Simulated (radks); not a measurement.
**The Coulomb parameter U of the 5d shell of Os²⁺**

The task here is to estimate one member of a computed series from the others.

The numbers are computed with radks (a radial shooting solver on a logarithmic mesh, Libxc functionals) version 1 (scalar-relativistic Kohn-Sham, PBEsol, spin-unpolarised, spherical densities, finite nucleus), except any that are marked as measured or tabulated.

## The system

```
element            : osmium (Z = 76)
charge             : +2
electrons          : 74
configuration      : [Xe] 4f14 5d5 6p1
nuclear rms radius : 5.4126 fm
```

The outer shells:

Os²⁺
```
[Xe] core
4f [↑↓][↑↓][↑↓][↑↓][↑↓][↑↓][↑↓]
5d [↑ ][↑ ][↑ ][↑ ][↑ ]
6p [↑ ][  ][  ]
```

Set-up of the first run:

Settings of this run:

```text
Z 76
configuration [Xe] 4f14 5d5 6p1
relativity scalar-relativistic
functional pbe_sol,pbe_sol
spin unpolarised
nucleus finite rms 5.4126 fm
c 137.035999084
```

Steps of the session up to this table: Start: [Xe] 4f14 5d5 6p1.

One table of the session follows, with a row left open; its other results are not shown here.

It belongs to the step «Start: [Xe] 4f14 5d5 6p1». Radial moments (bohr):

| level | <r> | outermost maximum (interpolated) | 90 % within | nodes |
| --- | --- | --- | --- | --- |
| 4s | 0.4320 | 0.405 | 0.620 | 3 |
| 4p | 0.4595 | 0.425 | 0.667 | 2 |
| 4d | 0.4891 | 0.435 | 0.732 | 1 |
| 5s | 1.004 | 0.913 | 1.44 | 4 |
| 4f | 0.5561 | 0.405 | 0.908 | 0 |
| 5p | ? | ? | ? | ? |
| 5d | 1.637 | 1.33 | 2.50 | 2 |
| 6p | 3.177 | 2.82 | 4.59 | 4 |

Q: Estimate the row for 5p from the others.

As computed: <r>: 1.161; outermost maximum (interpolated): 1.03; 90 % within: 1.69; nodes: 3. In the column «<r>» it lies between 5s (1.004) and 5d (1.637).
